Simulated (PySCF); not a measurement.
# F6Te: the cost of one run

Method: levels as typed in each script, gas phase, geometry from GFN2-xTB; program: PySCF 2.14.0.

**1. Where the work starts**

SMILES `F[Te](F)(F)(F)(F)F`, 7 atoms, charge 0, spin multiplicity 1.

Bond lengths: F1–Te2 1.881 Å, Te2–F3 1.881 Å, Te2–F4 1.881 Å, Te2–F5 1.881 Å, Te2–F6 1.881 Å, Te2–F7 1.881 Å. Angles: F1–Te2–F3 90.1°, F1–Te2–F4 180.0°, F1–Te2–F5 90.0°, F1–Te2–F6 90.0°, F1–Te2–F7 90.0°, F3–Te2–F4 90.0°, F3–Te2–F5 179.9°, F3–Te2–F6 90.0°, F3–Te2–F7 90.0°, F4–Te2–F5 90.0°, F4–Te2–F6 90.0°, F4–Te2–F7 90.0°, F5–Te2–F6 90.1°, F5–Te2–F7 90.0°, F6–Te2–F7 180.0°.

As a file:

```
F     1.4008    0.0943    1.2519
Te    0.0002   -0.0001   -0.0001
F    -0.7317   -1.4642    0.9266
F    -1.4003   -0.0945   -1.2521
F     0.7295    1.4655   -0.9264
F     1.0225   -1.1765   -1.0532
F    -1.0219    1.1761    1.0533
```

**2. Density, bond paths and surface potential (PBE/def2-tzvp)**

The input, input.py:

```python
import numpy as np
from pyscf import gto, scf, dft
from pyscf.scf import atom_ks, atom_hf
from scipy.linalg import block_diag

def solve(mol, dm0=None, hcore=None):
    mf = (dft.UKS if mol.spin else dft.RKS)(mol, xc='pbe')
    mf.grids.level = 3
    mf = mf.density_fit(auxbasis='def2-universal-jkfit')
    mf.conv_tol, mf.max_cycle = 1e-8, 80
    if hcore is not None:
        mf.get_hcore = lambda *args: hcore
    mf.kernel(dm0)
    if not mf.converged:
        mf = mf.newton().run(mf.mo_coeff, mf.mo_occ, max_cycle=30)
    assert mf.converged, 'SCF not converged'
    return mf

mol = gto.M(atom='''
F      1.40080     0.09430     1.25193
Te     0.00019    -0.00012    -0.00005
F     -0.73168    -1.46419     0.92660
F     -1.40030    -0.09453    -1.25205
F      0.72950     1.46553    -0.92635
F      1.02248    -1.17653    -1.05316
F     -1.02190     1.17614     1.05331
''', basis='def2-tzvp', ecp={'Te': 'def2-tzvp'}, charge=0, spin=0, verbose=4)
mf = solve(mol)
mf.analyze()
# spherically averaged free atoms, for the promolecule
atom_ks.AtomSphAverageRKS.init_guess_by_vsap = lambda self, mol=None: self.init_guess_by_minao(mol)  # core potentials
atm = atom_ks.get_atm_nrks(mol, xc='pbe')
pro = block_diag(*[(atm[a[0]][2] * atm[a[0]][3]) @ atm[a[0]][2].T for a in mol._atom])
np.savez('result.npz', e=mf.e_tot, c=mf.mo_coeff, occ=mf.mo_occ, eps=mf.mo_energy, pro=pro, dip=mf.dip_moment(verbose=0), s2=mf.spin_square()[0])
```

The run is started by

```sh
$ OMP_NUM_THREADS=1 python input.py
```

**Question.** How long does this run take on 1 thread of Intel Xeon Platinum 8259CL at 2.50GHz (Skylake/Cascade Lake), shared host, and how much memory does it need?

About 41 s, with a peak of 0.76 GiB.
